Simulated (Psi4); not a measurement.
**A workflow on AlCl2F (SMILES [F][Al]([Cl])[Cl])**

Wanted: a structure relaxation (PBE0/aug-cc-pVDZ), then the harmonic vibrations, then the excited states (TDA-PBE0/aug-cc-pVDZ) of AlCl2F. 

The results are computed with Psi4 1.11.

## 1. The structure to begin with

AlCl2F: 4 atoms, total charge 0, spin state singlet. As SMILES, `[F][Al]([Cl])[Cl]`. The shape is that of a PBE0-D4/def2-TZVP optimisation. The run starts from this shape.

Bond lengths: F1–Al2 1.633 Å, Al2–Cl3 2.065 Å, Al2–Cl4 2.065 Å. Angles: F1–Al2–Cl3 119.2°, F1–Al2–Cl4 119.2°, Cl3–Al2–Cl4 121.5°.

## 2. A structure relaxation at PBE0/aug-cc-pVDZ (density fitting) (run 1)

job.in

```
memory 1.6 GB

molecule geom {
  F      0.087420     0.388220     1.682350
  Al     0.004800     0.021530     0.093600
  Cl     1.223040    -1.463690    -0.663450
  Cl    -1.315270     1.053930    -1.112510
}

set {
  geom_maxiter 60
}

opt("pbe0/aug-cc-pVDZ")
```

Run with:

```bash
$ psi4 -i job.in -o job.out -n 1
```

job.out:

```text
[...]
  Running in c1 symmetry.
[...]
  Nuclear repulsion =  244.295361750994289
[...]
  Multiplicity = 1
[...]
  Nalpha       = 28
  Nbeta        = 28
[...]
    Number of basis functions: 104
[...]
   @DF-RKS iter   1: -1262.27982926065920   -3.38894e-01   5.24897e-03 DIIS/ADIIS
[...]
   @DF-RKS iter   6: -1262.39852708549824   -1.84173e-11   2.53197e-09 DIIS
[...]
  @DF-RKS Final Energy: -1262.39852708549824
   => Energetics <=
    Nuclear Repulsion Energy =            240.6300700131756116
    One-Electron Energy =               -2226.9360057925900946
    Two-Electron Energy =                 788.2819583998038979
    DFT Exchange-Correlation Energy =     -64.3745497058876452
    Empirical Dispersion Energy =           0.0000000000000000
    VV10 Nonlocal Energy =                  0.0000000000000000
    Total Energy =                      -1262.3985270854982446
[...]
 Multipole Moments:
 ------------------------------------------------------------------------------------
     Multipole            Electronic (a.u.)      Nuclear  (a.u.)        Total (a.u.)
 ------------------------------------------------------------------------------------
 L = 1.  Multiply by 2.5417464519 to convert [e a0] to [Debye]
 Dipole X            :          0.0386164           -0.0490620           -0.0104456
 Dipole Y            :          0.1713937           -0.2178110           -0.0464173
 Dipole Z            :          0.7426405           -0.9438102           -0.2011697
 Magnitude           :                                                    0.2067194
[...]
  -Total Gradient:
     Atom            X                  Y                   Z
    ------   -----------------  -----------------  -----------------
       1        0.000003219289     0.000014959108     0.000065236321
       2        0.000002220171     0.000008075946     0.000033708663
       3        0.000002342726     0.000014972551     0.000061948618
       4        0.000003833977     0.000013499092     0.000062232353
[...]
    Final optimized geometry and variables:
    Molecular point group: c1
    Full point group: C1
    Geometry (in Angstrom), charge = 0, multiplicity = 1:
    F            0.101360978101     0.450000081458     1.949930379502
    AL           0.017435068909     0.077387979796     0.335320218943
    CL           1.254448823765    -1.430302262421    -0.431068142784
    CL          -1.322970423036     1.126107846145    -0.887048276862
    Psi4 run time: 0:00:27.10
[...]
```

The script printed:

```text
Optimizer: Optimization complete!
```

It took 28 s on 1 thread of Intel Xeon 6975P-C (Granite Rapids), shared host; peak memory 0.56 GiB.

The path in brief:

| step | energy from the first frame kept (eV) | largest force (eV/Å) |
| --- | --- | --- |
| 0 | 0.0000 | 0.8565 |
| 1 | -0.0266 | 0.2172 |
| 2 | -0.0281 | 0.0736 |
| 3 | 0.0217 | 0.6467 |
| 4 | -0.0203 | 0.2625 |
| 5 | -0.0287 | 0.0118 |
| 6 | -0.0287 | 0.0034 |

After the run. Bond lengths: F1–Al2 1.659 Å, Al2–Cl3 2.095 Å, Al2–Cl4 2.095 Å. Angles: F1–Al2–Cl3 119.2°, F1–Al2–Cl4 119.2°, Cl3–Al2–Cl4 121.6°.

## 3. The harmonic vibrations at PBE0/aug-cc-pVDZ (density fitting) (run 2)

input.in

```
memory 1600 MB

molecule system {
  F      0.088983     0.395027     1.711694
  Al     0.005057     0.022415     0.097083
  Cl     1.242071    -1.485275    -0.669305
  Cl    -1.335348     1.071135    -1.125285
  units angstrom
}

set basis aug-cc-pVDZ
set t 298.15
set rotational_symmetry_number 2

freq("pbe0")
```

Run with:

```bash
$ psi4 -n 1 input.in input.out
```

input.out:

```text
[...]
  Running in c1 symmetry.
[...]
  Nuclear repulsion =  240.630070793961437
[...]
  Multiplicity = 1
[...]
  Nalpha       = 28
  Nbeta        = 28
[...]
    Number of basis functions: 104
[...]
   @DF-RKS iter   1: -1262.28223587661705   -3.89121e-01   5.20507e-03 DIIS/ADIIS
[...]
   @DF-RKS iter  10: -1262.39852707030536   -2.45564e-11   7.64274e-09 DIIS
[...]
  @DF-RKS Final Energy: -1262.39852707030536
   => Energetics <=
    Nuclear Repulsion Energy =            240.6269936574749124
    One-Electron Energy =               -2226.9298265331649418
    Two-Electron Energy =                 788.2788406538522850
    DFT Exchange-Correlation Energy =     -64.3745348484676185
    Empirical Dispersion Energy =           0.0000000000000000
    VV10 Nonlocal Energy =                  0.0000000000000000
    Total Energy =                      -1262.3985270703053629
[...]
  -Total Gradient:
     Atom            X                  Y                   Z
    ------   -----------------  -----------------  -----------------
       1        0.000008866179     0.000009648101     0.000067235002
       2        0.000055846763    -0.000042591870     0.000052097236
       3       -0.000018202781     0.000041586088     0.000080181201
       4       -0.000034647986     0.000042624042     0.000023671241
[...]
  ==> Harmonic Vibrational Analysis <==
[...]
  Freq [cm^-1]                 141.0830            186.4994            229.9907
[...]
  IR activ [km/mol]             6.3635             23.8645             54.9263
[...]
  Freq [cm^-1]                 424.4164            623.5670            855.6885
[...]
  IR activ [km/mol]             7.0608             209.8474            142.7008
[...]
  Total E_0, Enthalpy at 0 [K]                                                        -1262.39291996 [Eh]
[...]
  Total H, Enthalpy at  298.15 [K]                                                    -1262.38688927 [Eh]
[...]
  Total G, Gibbs energy at  298.15 [K]                                                -1262.42237014 [Eh]
[...]
```

Standard output:

```text
Warning: used thermodynamics relations inappropriate for low-frequency modes: ['141.0830' '186.4994' '229.9907' '424.4164' '623.5670']
```

Run time: 83 s. Hardware: 1 thread of Intel Xeon 6975P-C (Granite Rapids), shared host; peak memory 0.57 GiB.

## 4. The vertical excitations at TDA-PBE0/aug-cc-pVDZ (density fitting, save jk yes) (run 3)

alcl2f.py

```python
import psi4

psi4.set_memory(1600000000)
psi4.set_num_threads(1)
psi4.set_output_file('output.dat', False)

m = psi4.geometry("""
0 1
F      0.088983     0.395027     1.711694
Al     0.005057     0.022415     0.097083
Cl     1.242071    -1.485275    -0.669305
Cl    -1.335348     1.071135    -1.125285
symmetry c1
""")

psi4.set_options({
    'basis': 'aug-cc-pVDZ',
    'reference': 'rks',
    'save_jk': True,
})

from psi4.driver.procrouting.response.scf_response import tdscf_excitations
energy_value, wavefunction = psi4.energy('PBE0', return_wfn=True)
states = tdscf_excitations(wavefunction, states=6, tda=True)
for k, s in enumerate(states, 1):
    print(f"root {k}: {s['EXCITATION ENERGY'] * 27.211386:.4f} eV  f = {s['OSCILLATOR STRENGTH (LEN)']:.4f}  {s['SYMMETRY']}")
print(f'PBE0 energy: {energy_value:.10f} Eh')
for k, v in sorted(psi4.core.scalar_variables().items()):
    print(f'{k:45s} {v:18.10f}')
```

Run with:

```bash
$ python alcl2f.py
```

output.dat:

```text
[...]
  Running in c1 symmetry.
[...]
  Nuclear repulsion =  240.630070793961409
[...]
  Multiplicity = 1
[...]
  Nalpha       = 28
  Nbeta        = 28
[...]
    Number of basis functions: 104
[...]
   @DF-RKS iter   1: -1262.28223587661523   -3.89121e-01   5.20507e-03 DIIS/ADIIS
[...]
   @DF-RKS iter   8: -1262.39852708486023   -8.13134e-09   2.97100e-07 DIIS
[...]
  @DF-RKS Final Energy: -1262.39852708486023
   => Energetics <=
    Nuclear Repulsion Energy =            240.6300707939614085
    One-Electron Energy =               -2226.9359684455075694
    Two-Electron Energy =                 788.2819204726831686
    DFT Exchange-Correlation Energy =     -64.3745499059968722
    Empirical Dispersion Energy =           0.0000000000000000
    VV10 Nonlocal Energy =                  0.0000000000000000
    Total Energy =                      -1262.3985270848600067
[...]
 Multipole Moments:
 ------------------------------------------------------------------------------------
     Multipole            Electronic (a.u.)      Nuclear  (a.u.)        Total (a.u.)
 ------------------------------------------------------------------------------------
 L = 1.  Multiply by 2.5417464519 to convert [e a0] to [Debye]
 Dipole X            :          0.0386157           -0.0490619           -0.0104461
 Dipole Y            :          0.1713951           -0.2178109           -0.0464157
 Dipole Z            :          0.7426454           -0.9438104           -0.2011650
 Magnitude           :                                                    0.2067145
[...]
**********                               WARNING                                **********
**********       The names of excited state variables changed between 1.5       **********
[...]
**********                               WARNING                                **********
**********  Length-gauge rotatory strengths are **NOT** gauge-origin invariant  **********
[...]
                                    Excitation Energy         Total Energy        Oscillator Strength             Rotatory Strength
[...]
Excited State    1 (1 A):   0.24055 au   189.42 nm f = 0.0134
[...]
Excited State    3 (1 A):   0.25979 au   175.38 nm f = 0.0445
[...]
Excited State    4 (1 A):   0.26110 au   174.51 nm f = 0.0000
[...]
Excited State    5 (1 A):   0.26301 au   173.24 nm f = 0.0736
[...]
Excited State    6 (1 A):   0.27896 au   163.33 nm f = 0.0011
[...]
**********                               WARNING                                **********
**********       The names of excited state variables changed between 1.5       **********
[...]
```

On the terminal:

```text
root 1: 6.5456 eV  f = 0.0134  A
root 2: 6.7338 eV  f = 0.0000  A
root 3: 7.0693 eV  f = 0.0445  A
root 4: 7.1048 eV  f = 0.0000  A
root 5: 7.1568 eV  f = 0.0736  A
root 6: 7.5910 eV  f = 0.0011  A
PBE0 energy: -1262.3985270849 Eh
CURRENT ENERGY                                  -1262.3985270849
CURRENT REFERENCE ENERGY                        -1262.3985270849
DD SOLVATION ENERGY                                 0.0000000000
DFT FUNCTIONAL TOTAL ENERGY                     -1262.3985270849
DFT TOTAL ENERGY                                -1262.3985270849
DFT VV10 ENERGY                                     0.0000000000
DFT XC ENERGY                                     -64.3745499060
GRID ELECTRONS ALPHA                               27.9999983271
GRID ELECTRONS BETA                                27.9999983271
GRID ELECTRONS TOTAL                               55.9999966543
NUCLEAR REPULSION ENERGY                          240.6300707940
ONE-ELECTRON ENERGY                             -2226.9359684455
PCM POLARIZATION ENERGY                             0.0000000000
PE ENERGY                                           0.0000000000
SCF ITERATION ENERGY                            -1262.3985270849
SCF ITERATIONS                                      8.0000000000
SCF TOTAL ENERGY                                -1262.3985270849
TWO-ELECTRON ENERGY                               788.2819204727
XC GRID RADIAL POINTS                              75.0000000000
XC GRID SPHERICAL POINTS                          302.0000000000
XC GRID TOTAL POINTS                            88822.0000000000
```

Run time: 11 s. Hardware: 1 thread of Intel Xeon 6975P-C (Granite Rapids), shared host; peak memory 0.53 GiB.

The roots found:

```csv
excited state,energy (eV),strength,label
1,6.546,0.0134,A 1
2,6.734,0.0000,A 1
3,7.069,0.0445,A 1
4,7.105,0.0000,A 1
5,7.157,0.0736,A 1
6,7.591,0.0011,A 1
```

## 5. Outcome

| quantity | value |
| --- | --- |
| run 1, PBE0/aug-cc-pVDZ: total energy at the end | -1262.39853 Eh |
| run 1, PBE0/aug-cc-pVDZ: dipole moment | 0.53 D |
| run 1, PBE0/aug-cc-pVDZ: HOMO energy | -9.70 eV |
| run 1, PBE0/aug-cc-pVDZ: LUMO energy | -1.78 eV |
| run 1, PBE0/aug-cc-pVDZ: HOMO–LUMO gap | 7.92 eV |
| run 2, PBE0/aug-cc-pVDZ: lowest harmonic wavenumber | 141 cm⁻¹ |
| run 2, PBE0/aug-cc-pVDZ: highest harmonic wavenumber | 856 cm⁻¹ |
| run 2, PBE0/aug-cc-pVDZ: zero-point energy | 14.7 kJ/mol |
| run 2, PBE0/aug-cc-pVDZ: ideal-gas entropy at 298.15 K (symmetry number 2 as used) | 74.7 cal/(mol K) |
| run 3, TDA-PBE0/aug-cc-pVDZ: ground-state or mean-field energy | -1262.39853 Eh |
| run 3, TDA-PBE0/aug-cc-pVDZ: dipole moment (PBE0 Kohn–Sham density) | 0.53 D |
| run 3, TDA-PBE0/aug-cc-pVDZ: HOMO energy (PBE0 Kohn–Sham orbitals) | -9.70 eV |
| run 3, TDA-PBE0/aug-cc-pVDZ: LUMO energy (PBE0 Kohn–Sham orbitals) | -1.78 eV |
| run 3, TDA-PBE0/aug-cc-pVDZ: HOMO–LUMO gap (PBE0 Kohn–Sham orbitals) | 7.92 eV |
| run 3, TDA-PBE0/aug-cc-pVDZ: lowest excitation energy | 6.55 eV |

The optimisation (run 1, PBE0/aug-cc-pVDZ) took 7 steps and changed the energy by -0.029 eV. All 6 modes (run 2, PBE0/aug-cc-pVDZ) are real, so the shape is a minimum at this level. The brightest of the 6 transitions from the ground state lies at 7.16 eV (173 nm, f = 0.074); the lowest, at 6.55 eV, has f = 0.013.
